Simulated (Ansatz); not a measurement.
# LiPb2: the cost of one run

Computed with Ansatz 0.2.0 (DFT PBE, scalar-relativistic, plane waves, PAW, unless a step's input says otherwise).

### Step 1. The structure to begin with

The structure is orthorhombic, space group Pnnm (No. 58). Conventional cell: a = 5.253 Å, b = 6.411 Å, c = 4.002 Å, α = 90.00°, β = 90.00°, γ = 90.00°. Li (site symmetry 2/m) has 6 Pb at 2.65 to 2.66 Å as nearest neighbours. Pb (site symmetry m) is surrounded by 1 Pb at 2.62 Å and 3 Li at 2.65 to 2.66 Å.

As a file:

```xyz
6
Lattice="5.2528 0.0000 0.0000 0.0000 6.4110 0.0000 0.0000 0.0000 4.0022" Properties=species:S:1:pos:R:3 pbc="T T T"
Li    0.0000    0.0000    0.0000
Li    2.6264    3.2055    2.0011
Pb    1.0527    2.4278    0.0000
Pb    4.2001    3.9832    0.0000
Pb    3.6791    0.7777    2.0011
Pb    1.5737    5.6333    2.0011
```

This is candidate A: marcasite type (Pnnm, No. 58).

(A quick probe on a coarse mesh, which set the mesh and smearing, is not shown.)

### Step 3. Rough relaxation on the coarse mesh (candidate A)

input.yaml reads:

```yaml
crystal:
  lattice:
    - [5.2527958804, 0.0, 0.0]
    - [0.0, 6.410996835, 0.0]
    - [0.0, 0.0, 4.002175217]
  atoms:
    - { symbol: Li, position: [0.0, 0.0, 0.0] }
    - { symbol: Li, position: [0.5, 0.5, 0.5] }
    - { symbol: Pb, position: [0.2004, 0.3787, 0.0] }
    - { symbol: Pb, position: [0.7996, 0.6213, 0.0] }
    - { symbol: Pb, position: [0.7004, 0.1213, 0.5] }
    - { symbol: Pb, position: [0.2996, 0.8787, 0.5] }
basis:
  ecutwfc: 420
kpoints:
  mp_grid: { grid: [4, 4, 4] }
hamiltonian:
  xc: pbe
scf:
  occupations: { method: gaussian, width: 0.1 }
  lower_state_search: "off"
output:
  forces: true
  stress: true
  eigenvalues: true
relax:
  adjacent_minimum: "off"
  f_tol: 0.04
  max_steps: 70
  cell: { stress_tol: 0.4 }
```

Run with:

```sh
$ ansatz run input.yaml --threads 1 --pin off --max-ram 2560MiB --backend cpu --events-out ev --progress --plain --runs-dir out
```

Q: Estimate wall time and peak memory on 1 thread of Intel Xeon 6975P-C (Granite Rapids), shared host.

About 3.4 min, with a peak of 0.49 GiB.
